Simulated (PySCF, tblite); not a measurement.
**C3H10GeSi: a rotation path, then NMR shifts on frames**

Aim: move C3H10GeSi (`C=C[CH2][GeH2][SiH3]`) away from its starting geometry and see how NMR shifts follow the geometry.

Computed with tblite 0.8.0 and PySCF 2.14.0, with density-fitted response routines of our own, on a single molecule in the gas phase. Atoms count from 0, in the outputs and in this text.

### 1 The molecule as given

15 atoms, charge 0, multiplicity 1; geometry from: GFN2-xTB.

Bonds of the start (Å): C0–C1 1.32, C1–C2 1.48, C2–Ge3 2.00, Ge3–Si4 2.34, C0–H5 1.08, C0–H6 1.08, C1–H7 1.08, C2–H8 1.09, C2–H9 1.09, Ge3–H10 1.52, Ge3–H11 1.51, Si4–H12 1.46, Si4–H13 1.46, Si4–H14 1.46.

### 2 A band between two rotamers with GFN2-xTB

The job: settings as JSON, then the geometry in Å.

```
{"job": {"kind": "neb", "xc": "GFN2-xTB", "basis": "xTB", "atoms": [1, 2, 3, 4], "turn": 120}, "charge": 0, "multiplicity": 1}
C      2.119269     1.321080     0.534614
C      1.093620     1.038205    -0.249319
C      0.911111    -0.243226    -0.975780
Ge    -0.471823    -1.360509    -0.056897
Si    -2.440423    -0.199602     0.454215
H      2.929727     0.623865     0.674111
H      2.197191     2.257519     1.060694
H      0.291538     1.757883    -0.370644
H      1.849737    -0.795320    -1.027166
H      0.572653    -0.051300    -1.996052
H     -0.658491    -2.591406    -0.926056
H      0.211570    -1.941808     1.162458
H     -3.350201    -1.013098     1.259377
H     -2.119876     1.014486     1.206091
H     -3.140015     0.191219    -0.771559
```

With the program's defaults for keys left out, this is: GFN2-xTB climbing-image nudged elastic band, gas phase.

The run is started by

```bash
$ OMP_NUM_THREADS=1 python probes_run.py task.json out
```

The driver reads the jobs from task.json and runs them one after another.

Log:

```text
image   E - E0 / eV
  0       0.0000
  1       0.0074
  2       0.0262
  3       0.0501
  4       0.0645
  5       0.0609
  6       0.0423
  7       0.0206
  8       0.0077
```

Wall time 9.2 s (1 thread, shared host).

The final band, with the dihedral C1–C2–Ge3–Si4:

| image | dihedral (°) | energy (eV) | energy (kcal/mol) |
| --- | --- | --- | --- |
| 0 | 48 | 0.000 | 0.0 |
| 1 | 64 | 0.007 | 0.2 |
| 2 | 80 | 0.026 | 0.6 |
| 3 | 95 | 0.050 | 1.2 |
| 4 | 111 | 0.064 | 1.5 |
| 5 | 127 | 0.061 | 1.4 |
| 6 | 143 | 0.042 | 1.0 |
| 7 | 159 | 0.021 | 0.5 |
| 8 | 175 | 0.008 | 0.2 |

### 3 Shielding tensors: image 0, PBE0/pcSseg-1

The job: settings as JSON, then the geometry in Å.

```
{"job": {"kind": "nmr", "xc": "PBE0", "basis": "pcSseg-1", "pop": false}, "charge": 0, "multiplicity": 1}
C      2.119300     1.321100     0.534600
C      1.093600     1.038200    -0.249300
C      0.911100    -0.243200    -0.975800
Ge    -0.471800    -1.360500    -0.056900
Si    -2.440400    -0.199600     0.454200
H      2.929700     0.623900     0.674100
H      2.197200     2.257500     1.060700
H      0.291500     1.757900    -0.370600
H      1.849700    -0.795300    -1.027200
H      0.572700    -0.051300    -1.996100
H     -0.658500    -2.591400    -0.926100
H      0.211600    -1.941800     1.162500
H     -3.350200    -1.013100     1.259400
H     -2.119900     1.014500     1.206100
H     -3.140000     0.191200    -0.771600
```

Method: GIAO PBE0/pcSseg-1 NMR shielding, non-relativistic, gas phase.

Log:

```text
coarse grid: 54088 points
cycle   1  E = -2485.9489532529  dE = -4.714e-01  |g| = 8.894e-01  |ddm| = 3.460e+00
cycle   2  E = -2485.9221004035  dE =  2.685e-02  |g| = 9.062e-01  |ddm| = 9.547e-01
cycle   3  E = -2486.0151718433  dE = -9.307e-02  |g| = 8.704e-02  |ddm| = 6.369e-01
cycle   4  E = -2486.0164911326  dE = -1.319e-03  |g| = 1.980e-02  |ddm| = 9.488e-02
cycle   5  E = -2486.0165949464  dE = -1.038e-04  |g| = 5.156e-03  |ddm| = 2.120e-02
cycle   6  E = -2486.0166005138  dE = -5.567e-06  |g| = 1.533e-03  |ddm| = 5.294e-03
final grid: 112312 points
cycle   7  E = -2486.0165453379  dE =  7.886e-07  |g| = 2.428e-03  |ddm| = 3.881e-03
cycle   8  E = -2486.0165424576  dE =  2.880e-06  |g| = 4.159e-03  |ddm| = 5.050e-03
cycle   9  E = -2486.0165468366  dE = -4.379e-06  |g| = 2.118e-04  |ddm| = 3.187e-03
cycle  10  E = -2486.0165468498  dE = -1.320e-08  |g| = 5.302e-05  |ddm| = 2.966e-04
cycle  11  E = -2486.0165468500  dE = -2.578e-10  |g| = 1.631e-06  |ddm| = 2.965e-05
converged SCF energy = -2486.0165468500

GIAO shielding tensors (ppm)
atom      isotropic    diamagn.    paramagn.     s11        s22        s33       span
  0 C       68.108     253.714    -185.606    -43.189     90.473    157.040    200.229
  1 C       41.444     257.636    -216.192    -83.193     47.209    160.317    243.510
  2 C      163.276     251.130     -87.854    146.127    158.837    184.864     38.736
  3 Ge    1577.459    2758.150   -1180.690   1492.390   1544.039   1695.950    203.560
  4 Si     465.623     880.019    -414.395    455.200    468.585    473.085     17.886
  5 H       26.409      31.446      -5.037     22.721     25.485     31.021      8.301
  6 H       26.563      30.030      -3.467     23.311     25.426     30.953      7.642
  7 H       25.527      33.227      -7.701     23.025     24.057     29.498      6.474
  8 H       29.543      32.087      -2.544     25.291     27.718     35.620     10.329
  9 H       29.780      31.230      -1.450     25.459     27.751     36.131     10.672
 10 H       27.720      29.974      -2.254     21.138     22.347     39.674     18.536
 11 H       28.124      30.754      -2.629     21.520     23.383     39.470     17.949
 12 H       28.231      28.203       0.028     24.344     25.571     34.778     10.434
 13 H       28.051      28.953      -0.902     23.852     26.795     33.506      9.654
 14 H       28.158      28.565      -0.408     24.479     25.749     34.246      9.767
```

Wall time 50 s (1 thread, shared host).

The references, computed at this level on geometries of the same kind, shield at (ppm): 1H TMS 31.72, 13C TMS 186.9, 29Si TMS 349.2, 73Ge GeMe4 1331. Their shielding less the atom's gives the shift. The references are single molecules in the gas phase. Each atom is listed at this fixed geometry, with no averaging over motion; a spectrum would average atoms that exchange fast.

```
atoms                                  environment  σ (ppm)  δ (ppm)
   C1                                    alkene CH     41.4    145.5
   C0                         terminal =CH2 carbon     68.1    118.8
   C2                 allylic sp3 CH2 bonded to Ge    163.3     23.6
   H7                     hydrogen on an alkene CH    25.53     6.19
   H5           hydrogen on a terminal =CH2 carbon    26.41     5.31
   H6           hydrogen on a terminal =CH2 carbon    26.56     5.15
  H10      hydrogen on a germanium bonded to C, Si    27.72     4.00
  H13           hydrogen on a silicon bonded to Ge    28.05     3.67
  H11      hydrogen on a germanium bonded to C, Si    28.12     3.59
  H14           hydrogen on a silicon bonded to Ge    28.16     3.56
  H12           hydrogen on a silicon bonded to Ge    28.23     3.49
   H8  hydrogen on an allylic sp3 CH2 bonded to Ge    29.54     2.17
   H9  hydrogen on an allylic sp3 CH2 bonded to Ge    29.78     1.94
  Ge3               germanium bonded to C, Si, 2 H     1577     -246
  Si4                    silicon bonded to Ge, 3 H    465.6   -116.5
```

### 4 Shielding tensors: image 2, PBE0/pcSseg-1

The job: settings as JSON, then the geometry in Å.

```
{"job": {"kind": "nmr", "xc": "PBE0", "basis": "pcSseg-1", "pop": false}, "charge": 0, "multiplicity": 1}
C      2.443900     1.138400     0.460100
C      1.234700     1.078700    -0.071700
C      0.757000    -0.031700    -0.934100
Ge    -0.482500    -1.226900     0.091000
Si    -2.650900    -0.360300     0.259000
H      3.180700     0.375000     0.266700
H      2.748500     1.951700     1.096500
H      0.513100     1.858400     0.144100
H      1.602400    -0.611900    -1.304200
H      0.210700     0.360200    -1.795500
H     -0.382400    -2.603900    -0.541000
H      0.186400    -1.445300     1.430900
H     -3.477900    -1.146700     1.170100
H     -2.577000     1.015400     0.753300
H     -3.311200    -0.343000    -1.047300
```

Level: GIAO PBE0/pcSseg-1 NMR shielding, non-relativistic, gas phase.

Log:

```text
coarse grid: 54088 points
cycle   1  E = -2485.9479358529  dE = -4.744e-01  |g| = 8.898e-01  |ddm| = 3.456e+00
cycle   2  E = -2485.9202315130  dE =  2.770e-02  |g| = 9.084e-01  |ddm| = 9.568e-01
cycle   3  E = -2486.0144416349  dE = -9.421e-02  |g| = 8.737e-02  |ddm| = 6.407e-01
cycle   4  E = -2486.0157857298  dE = -1.344e-03  |g| = 2.002e-02  |ddm| = 9.539e-02
cycle   5  E = -2486.0158928292  dE = -1.071e-04  |g| = 5.031e-03  |ddm| = 2.153e-02
cycle   6  E = -2486.0158981467  dE = -5.317e-06  |g| = 1.403e-03  |ddm| = 5.231e-03
final grid: 112312 points
cycle   7  E = -2486.0158744353  dE =  5.450e-07  |g| = 2.105e-03  |ddm| = 3.279e-03
cycle   8  E = -2486.0158724269  dE =  2.008e-06  |g| = 3.545e-03  |ddm| = 4.317e-03
cycle   9  E = -2486.0158755432  dE = -3.116e-06  |g| = 2.253e-04  |ddm| = 2.680e-03
cycle  10  E = -2486.0158755578  dE = -1.461e-08  |g| = 5.137e-05  |ddm| = 2.974e-04
cycle  11  E = -2486.0158755580  dE = -2.856e-10  |g| = 1.511e-06  |ddm| = 3.120e-05
converged SCF energy = -2486.0158755580

GIAO shielding tensors (ppm)
atom      isotropic    diamagn.    paramagn.     s11        s22        s33       span
  0 C       67.431     253.418    -185.987    -44.081     90.213    156.162    200.243
  1 C       40.790     256.932    -216.141    -85.834     45.751    162.453    248.287
  2 C      163.666     251.014     -87.347    144.966    159.114    186.918     41.952
  3 Ge    1561.837    2758.610   -1196.774   1434.603   1550.177   1700.730    266.127
  4 Si     464.314     880.009    -415.695    452.005    467.857    473.079     21.074
  5 H       26.382      31.337      -4.954     22.599     25.522     31.026      8.427
  6 H       26.550      29.619      -3.069     23.364     25.398     30.888      7.524
  7 H       25.412      32.817      -7.405     22.656     24.057     29.522      6.866
  8 H       29.552      32.398      -2.846     24.906     28.066     35.684     10.779
  9 H       29.827      31.726      -1.899     25.586     28.254     35.640     10.054
 10 H       27.571      30.260      -2.689     20.967     22.548     39.198     18.231
 11 H       28.212      30.982      -2.770     21.884     23.709     39.042     17.158
 12 H       28.188      28.155       0.033     24.292     25.515     34.757     10.465
 13 H       28.062      28.789      -0.727     23.989     26.546     33.650      9.661
 14 H       28.173      28.427      -0.254     24.485     25.824     34.209      9.725
```

Wall time 47 s (1 thread, shared host).

In short: δ C1 146.1, C0 119.5, C2 23.3, Ge3 -231, H7 6.31, H5 5.33 ppm.

### 5 Nuclear shieldings: image 4, PBE0/pcSseg-1

The job: settings as JSON, then the geometry in Å.

```
{"job": {"kind": "nmr", "xc": "PBE0", "basis": "pcSseg-1", "pop": false}, "charge": 0, "multiplicity": 1}
C      2.710400     0.933000     0.310400
C      1.420900     1.093000     0.067200
C      0.623400     0.216200    -0.826200
Ge    -0.527100    -1.026200     0.254800
Si    -2.815500    -0.556800     0.079800
H      3.278200     0.149700    -0.165700
H      3.247400     1.577800     0.984800
H      0.870700     1.881600     0.567600
H      1.281800    -0.366700    -1.470100
H     -0.031900     0.813400    -1.464600
H     -0.130300    -2.437600    -0.133700
H      0.002500    -0.939800     1.670300
H     -3.598200    -1.336400     1.034200
H     -3.040800     0.866900     0.338100
H     -3.295800    -0.860100    -1.268600
```

Method: GIAO PBE0/pcSseg-1 NMR shielding, non-relativistic, gas phase.

Log:

```text
coarse grid: 54088 points
cycle   1  E = -2485.9460591813  dE = -4.749e-01  |g| = 8.900e-01  |ddm| = 3.453e+00
cycle   2  E = -2485.9174050826  dE =  2.865e-02  |g| = 9.106e-01  |ddm| = 9.614e-01
cycle   3  E = -2486.0128907683  dE = -9.549e-02  |g| = 8.756e-02  |ddm| = 6.454e-01
cycle   4  E = -2486.0142633493  dE = -1.373e-03  |g| = 1.968e-02  |ddm| = 9.621e-02
cycle   5  E = -2486.0143694287  dE = -1.061e-04  |g| = 4.733e-03  |ddm| = 2.188e-02
cycle   6  E = -2486.0143742369  dE = -4.808e-06  |g| = 1.047e-03  |ddm| = 5.173e-03
final grid: 112312 points
cycle   7  E = -2486.0144032650  dE = -3.826e-08  |g| = 1.174e-03  |ddm| = 3.294e-03
cycle   8  E = -2486.0144031508  dE =  1.142e-07  |g| = 1.530e-03  |ddm| = 2.666e-03
cycle   9  E = -2486.0144035994  dE = -4.486e-07  |g| = 1.406e-04  |ddm| = 1.251e-03
cycle  10  E = -2486.0144036043  dE = -4.926e-09  |g| = 5.306e-05  |ddm| = 2.036e-04
cycle  11  E = -2486.0144036050  dE = -6.717e-10  |g| = 1.626e-06  |ddm| = 3.995e-05
converged SCF energy = -2486.0144036050

GIAO shielding tensors (ppm)
atom      isotropic    diamagn.    paramagn.     s11        s22        s33       span
  0 C       68.937     253.358    -184.421    -40.875     91.407    156.279    197.154
  1 C       39.257     256.680    -217.424    -88.028     42.776    163.022    251.050
  2 C      166.154     250.954     -84.801    146.801    161.841    189.819     43.017
  3 Ge    1563.656    2758.756   -1195.100   1430.263   1545.093   1715.611    285.348
  4 Si     462.117     880.009    -417.892    451.721    461.330    473.302     21.581
  5 H       26.472      31.405      -4.933     22.750     25.583     31.083      8.334
  6 H       26.627      29.159      -2.531     23.552     25.442     30.887      7.335
  7 H       25.446      32.306      -6.860     22.593     24.271     29.474      6.880
  8 H       29.632      32.684      -3.052     25.182     28.106     35.608     10.427
  9 H       29.859      32.077      -2.218     24.948     29.136     35.493     10.545
 10 H       27.632      30.653      -3.021     20.994     22.990     38.911     17.917
 11 H       28.214      31.086      -2.871     21.697     24.108     38.839     17.142
 12 H       28.190      28.145       0.045     24.328     25.496     34.747     10.419
 13 H       28.093      28.670      -0.577     24.225     26.340     33.713      9.488
 14 H       28.157      28.395      -0.238     24.423     25.912     34.137      9.714
```

Run time: 49 s. Hardware: 1 thread, shared host.

This run: δ C1 147.7, C0 118.0, C2 20.8, Ge3 -233, H7 6.27, H5 5.24 ppm.

### 6 NMR shieldings: image 6, PBE0/pcSseg-1

The job: settings as JSON, then the geometry in Å.

```
{"job": {"kind": "nmr", "xc": "PBE0", "basis": "pcSseg-1", "pop": false}, "charge": 0, "multiplicity": 1}
C      2.860700     0.710500     0.106200
C      1.588800     1.064600     0.173100
C      0.507000     0.477800    -0.655200
Ge    -0.592700    -0.797700     0.429400
Si    -2.875100    -0.752700    -0.096500
H      3.200900    -0.030100    -0.599600
H      3.607400     1.150100     0.744900
H      1.270100     1.803800     0.899100
H      0.926000    -0.051500    -1.511600
H     -0.155400     1.260000    -1.033400
H      0.068300    -2.153800     0.293400
H     -0.297900    -0.465700     1.876700
H     -3.651800    -1.534400     0.861200
H     -3.365800     0.627300    -0.074800
H     -3.095000    -1.300200    -1.434800
```

Method: GIAO PBE0/pcSseg-1 NMR shielding, non-relativistic, gas phase.

Log:

```text
coarse grid: 54088 points
cycle   1  E = -2485.9474800448  dE = -4.715e-01  |g| = 8.895e-01  |ddm| = 3.452e+00
cycle   2  E = -2485.9184851490  dE =  2.899e-02  |g| = 9.101e-01  |ddm| = 9.634e-01
cycle   3  E = -2486.0141378793  dE = -9.565e-02  |g| = 8.768e-02  |ddm| = 6.485e-01
cycle   4  E = -2486.0155381908  dE = -1.400e-03  |g| = 1.946e-02  |ddm| = 9.783e-02
cycle   5  E = -2486.0156434655  dE = -1.053e-04  |g| = 4.860e-03  |ddm| = 2.249e-02
cycle   6  E = -2486.0156484141  dE = -4.949e-06  |g| = 1.431e-03  |ddm| = 5.778e-03
final grid: 112312 points
cycle   7  E = -2486.0156813758  dE =  6.398e-07  |g| = 2.206e-03  |ddm| = 4.359e-03
cycle   8  E = -2486.0156791204  dE =  2.255e-06  |g| = 3.726e-03  |ddm| = 5.369e-03
cycle   9  E = -2486.0156826712  dE = -3.551e-06  |g| = 2.605e-04  |ddm| = 3.138e-03
cycle  10  E = -2486.0156826897  dE = -1.842e-08  |g| = 5.512e-05  |ddm| = 3.049e-04
cycle  11  E = -2486.0156826900  dE = -3.793e-10  |g| = 1.792e-06  |ddm| = 3.958e-05
converged SCF energy = -2486.0156826900

GIAO shielding tensors (ppm)
atom      isotropic    diamagn.    paramagn.     s11        s22        s33       span
  0 C       68.507     253.373    -184.866    -41.932     90.892    156.562    198.494
  1 C       40.188     256.574    -216.385    -84.723     45.234    160.053    244.776
  2 C      165.769     251.289     -85.520    148.073    159.580    189.653     41.580
  3 Ge    1571.657    2759.008   -1187.351   1485.186   1513.594   1716.190    231.005
  4 Si     462.037     880.019    -417.982    450.219    462.701    473.191     22.973
  5 H       26.476      31.552      -5.076     22.732     25.564     31.131      8.398
  6 H       26.617      28.760      -2.143     23.519     25.437     30.897      7.379
  7 H       25.515      31.820      -6.306     22.851     24.413     29.280      6.428
  8 H       29.729      33.017      -3.288     25.594     28.130     35.463      9.869
  9 H       29.884      32.262      -2.378     24.533     29.358     35.763     11.230
 10 H       27.933      31.030      -3.097     21.389     23.270     39.140     17.751
 11 H       28.226      31.212      -2.985     21.592     24.064     39.022     17.430
 12 H       28.204      28.100       0.104     24.356     25.546     34.709     10.353
 13 H       28.171      28.538      -0.367     24.326     26.287     33.899      9.574
 14 H       28.163      28.382      -0.219     24.348     26.002     34.137      9.789
```

Run time: 50 s. Hardware: 1 thread, shared host.

This run: δ C1 146.7, C0 118.4, C2 21.2, Ge3 -241, H7 6.20, H5 5.24 ppm.

### 7 Nuclear shieldings: image 8, PBE0/pcSseg-1

The job: settings as JSON, then the geometry in Å.

```
{"job": {"kind": "nmr", "xc": "PBE0", "basis": "pcSseg-1", "pop": false}, "charge": 0, "multiplicity": 1}
C      2.900700     0.506800    -0.134600
C      1.724400     0.976400     0.243400
C      0.444600     0.716100    -0.460400
Ge    -0.691600    -0.542300     0.598800
Si    -2.844200    -0.935700    -0.246700
H      3.008800    -0.094600    -1.023100
H      3.800900     0.705400     0.421900
H      1.643300     1.575200     1.142900
H      0.629300     0.289400    -1.447400
H     -0.109300     1.648200    -0.594800
H      0.140200    -1.794400     0.774500
H     -0.701100     0.007600     2.010600
H     -3.617900    -1.782900     0.659300
H     -3.560600     0.329600    -0.416100
H     -2.771700    -1.596700    -1.550200
```

Method: GIAO PBE0/pcSseg-1 NMR shielding, non-relativistic, gas phase.

Log:

```text
coarse grid: 54088 points
cycle   1  E = -2485.9491500322  dE = -4.740e-01  |g| = 8.889e-01  |ddm| = 3.455e+00
cycle   2  E = -2485.9202006193  dE =  2.895e-02  |g| = 9.091e-01  |ddm| = 9.603e-01
cycle   3  E = -2486.0154646375  dE = -9.526e-02  |g| = 8.806e-02  |ddm| = 6.482e-01
cycle   4  E = -2486.0168805885  dE = -1.416e-03  |g| = 1.994e-02  |ddm| = 9.916e-02
cycle   5  E = -2486.0169895802  dE = -1.090e-04  |g| = 5.426e-03  |ddm| = 2.306e-02
cycle   6  E = -2486.0169957713  dE = -6.191e-06  |g| = 1.887e-03  |ddm| = 6.600e-03
final grid: 112312 points
cycle   7  E = -2486.0170391248  dE =  1.647e-06  |g| = 3.199e-03  |ddm| = 5.245e-03
cycle   8  E = -2486.0170336039  dE =  5.521e-06  |g| = 5.628e-03  |ddm| = 7.407e-03
cycle   9  E = -2486.0170418588  dE = -8.255e-06  |g| = 2.102e-04  |ddm| = 4.504e-03
cycle  10  E = -2486.0170418723  dE = -1.352e-08  |g| = 5.897e-05  |ddm| = 3.111e-04
cycle  11  E = -2486.0170418727  dE = -3.256e-10  |g| = 2.050e-06  |ddm| = 3.329e-05
converged SCF energy = -2486.0170418727

GIAO shielding tensors (ppm)
atom      isotropic    diamagn.    paramagn.     s11        s22        s33       span
  0 C       67.299     253.346    -186.047    -43.711     89.298    156.308    200.019
  1 C       41.322     256.565    -215.243    -82.247     47.692    158.521    240.768
  2 C      163.792     251.420     -87.628    146.896    156.594    187.887     40.992
  3 Ge    1567.684    2759.248   -1191.563   1457.798   1532.977   1712.279    254.481
  4 Si     462.584     879.909    -417.325    455.037    459.371    473.343     18.306
  5 H       26.405      31.687      -5.282     22.700     25.499     31.017      8.317
  6 H       26.545      28.510      -1.965     23.436     25.398     30.800      7.365
  7 H       25.530      31.482      -5.952     22.882     24.402     29.308      6.426
  8 H       29.800      33.354      -3.554     25.254     28.841     35.306     10.052
  9 H       29.839      31.991      -2.152     24.780     28.750     35.987     11.207
 10 H       28.214      31.253      -3.039     21.748     23.659     39.235     17.488
 11 H       28.029      31.196      -3.167     21.526     23.574     38.989     17.463
 12 H       28.173      28.003       0.170     24.327     25.571     34.623     10.297
 13 H       28.191      28.367      -0.176     24.358     26.124     34.092      9.733
 14 H       28.144      28.395      -0.250     24.262     26.079     34.092      9.830
```

It took 48 s on 1 thread, shared host.

This run: δ C1 145.6, C0 119.6, C2 23.1, Ge3 -237, H7 6.19, H5 5.31 ppm.

### 8 Run by run: NMR shifts

Shifts (ppm) of some atoms, chosen among heavy atoms and hydrogens apart, with basis size and wall time:

```
  frame     C1     C0    C2   H10    H8   Ge3     Si4  functions  time
image 0  145.5  118.8  23.6  4.00  2.17  -246  -116.5        166  50 s
image 2  146.1  119.5  23.3  4.15  2.17  -231  -115.2        166  47 s
image 4  147.7  118.0  20.8  4.09  2.08  -233  -113.0        166  49 s
image 6  146.7  118.4  21.2  3.78  1.99  -241  -112.9        166  50 s
image 8  145.6  119.6  23.1  3.50  1.92  -237  -113.4        166  48 s
```

### 9 Summary of results

| quantity | value |
| --- | --- |
| barrier | 0.064 eV (1.5 kcal/mol) at image 4 |
| end to end (GFN2-xTB) | 0.008 eV |
| 13C shifts against TMS (PBE0/pcSseg-1, image 0) | 145.5, 118.8, 23.6 ppm |
| 1H shifts against TMS (PBE0/pcSseg-1, image 0) | 6.19, 5.31, 5.15, 4.00, 3.67, 3.59, 3.56, 3.49, 2.17, 1.94 ppm |
| 73Ge shifts against GeMe4 (PBE0/pcSseg-1, image 0) | -246 ppm |
| 29Si shifts against TMS (PBE0/pcSseg-1, image 0) | -116.5 ppm |
| range of the shift of Ge3 | -246 to -231 ppm |

**Reading.** Along the band the dihedral turns by 126°, and the top (dihedral 111°) lies 1.5 kcal/mol above the start (GFN2-xTB, rough), so at room temperature this motion is fast. Ends this close can change order at a higher level. The top was not checked by a frequency run. Shifts at one fixed geometry are not the observed spectrum, which averages over the motion. In the first frame run (image 0): The largest span, 244 ppm, is at C1, where the paramagnetic term is -216 ppm. In ppm, Ge3 moves most: its shift spreads over 16 ppm, from -246 (image 0) to -231 (image 2). Spin-orbit coupling is left out, which matters for shieldings and couplings at and beside the heavy atoms.
